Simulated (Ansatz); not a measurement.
Geometry optimisation, Ansatz, DFT PBE, scalar-relativistic, plane waves, PAW.

Input:

```yaml
crystal:
  lattice:
    - [5.7958, 0.0, 0.0]
    - [-2.8979, 5.01931, 0.0]
    - [0.0, 0.0, 15.24335]
  atoms:
    - { symbol: W, position: [0.0, 0.0, 0.0656024] }
    - { symbol: C, position: [0.3333333, 0.1666667, 0.1583937] }
    - { symbol: W, position: [0.0, 0.0, 0.2511849] }
    - { symbol: C, position: [0.3333333, 0.1666667, 0.3439762] }
    - { symbol: W, position: [0.0, 0.5, 0.0656024] }
    - { symbol: C, position: [0.3333333, 0.6666667, 0.1583937] }
    - { symbol: W, position: [0.0, 0.5, 0.2511849] }
    - { symbol: C, position: [0.3333333, 0.6666667, 0.3439762] }
    - { symbol: W, position: [0.5, 0.0, 0.0656024] }
    - { symbol: C, position: [0.8333333, 0.1666667, 0.1583937] }
    - { symbol: W, position: [0.5, 0.0, 0.2511849] }
    - { symbol: C, position: [0.8333333, 0.1666667, 0.3439762] }
    - { symbol: W, position: [0.5, 0.5, 0.0656024] }
    - { symbol: C, position: [0.8333333, 0.6666667, 0.1583937] }
    - { symbol: W, position: [0.5, 0.5, 0.2511849] }
    - { symbol: C, position: [0.8333333, 0.6666667, 0.3439762] }
    - { symbol: C, position: [0.836643, 0.9178698, 0.4023623] }
basis:
  ecutwfc: 420.0
kpoints:
  mp_grid: { grid: [2, 2, 1] }
hamiltonian:
  xc: pbe
  pseudopotentials: { kind: paw, azcp: { folder: soft_1 } }
scf:
  occupations: { method: fermi_dirac, width: 0.05 }
  lower_state_search: "off"
relax:
  f_tol: 0.08
  max_steps: 25
  adjacent_minimum: "off"
  constraints: [{ sites: [0, 4, 8, 12] }]
output:
  write_density: true
  write_potential: true
  elf: true
  volumetric_format: npy
```

Run as:

```bash
$ ansatz run input.yaml --threads 1 --pin off --max-ram 3072MiB --backend cpu --events-out ev --progress --plain --runs-dir out
```

Where does it end, and by what steps?

It converged. The threshold is loose, so the end isn't yet a minimum. Limits of this set-up: coarse k mesh, thin slab, slab without dipole correction. After 12 steps the energy has fallen by 5.218 eV; C17 moved furthest, 0.93 Å. Joined: C4–C17.

```json
{"step": "0", "energy less start (eV)": "0.0000", "largest force component (eV/Å)": "5.049", "accepted": "yes"}
{"step": "1", "energy less start (eV)": "-3.1087", "largest force component (eV/Å)": "3.621", "accepted": "yes"}
{"step": "2", "energy less start (eV)": "-4.1163", "largest force component (eV/Å)": "1.138", "accepted": "yes"}
{"step": "3", "energy less start (eV)": "-4.2089", "largest force component (eV/Å)": "0.683", "accepted": "yes"}
{"step": "4", "energy less start (eV)": "-4.2371", "largest force component (eV/Å)": "0.185", "accepted": "yes"}
{"step": "5", "energy less start (eV)": "-4.2859", "largest force component (eV/Å)": "0.490", "accepted": "yes"}
{"step": "6", "energy less start (eV)": "-4.3402", "largest force component (eV/Å)": "0.609", "accepted": "yes"}
{"step": "7", "energy less start (eV)": "-4.7137", "largest force component (eV/Å)": "1.532", "accepted": "yes"}
{"step": "8", "energy less start (eV)": "-5.1828", "largest force component (eV/Å)": "0.973", "accepted": "yes"}
{"step": "9", "energy less start (eV)": "-5.1746", "largest force component (eV/Å)": "1.414", "accepted": "no"}
{"step": "10", "energy less start (eV)": "-5.2176", "largest force component (eV/Å)": "0.081", "accepted": "yes"}
{"step": "11", "energy less start (eV)": "-5.2181", "largest force component (eV/Å)": "0.089", "accepted": "yes"}
{"step": "12", "energy less start (eV)": "-5.2183", "largest force component (eV/Å)": "0.043", "accepted": "yes"}
```

```xyz
17
Lattice="5.7958 0.0000 0.0000 -2.8979 5.0193 0.0000 0.0000 0.0000 15.2433" Properties=species:S:1:pos:R:3
W 0.000 0.000 1.000
C 1.475 0.852 2.305
W 0.000 0.000 3.636
C 1.229 0.710 5.171
W -1.449 2.510 1.000
C 0.000 3.346 2.384
W -1.452 2.508 3.976
C 0.000 3.346 5.089
W 2.898 0.000 1.000
C 4.321 0.852 2.305
W 2.898 0.004 3.976
C 4.566 0.710 5.171
W 1.449 2.510 1.000
C 2.898 3.316 2.305
W 1.452 2.508 3.976
C 2.898 3.600 5.171
C 2.898 5.019 5.686
```

Run time: 2.3 min on 1 thread of Arm Neoverse V1, with other jobs on the host, peak memory 0.65 GiB.
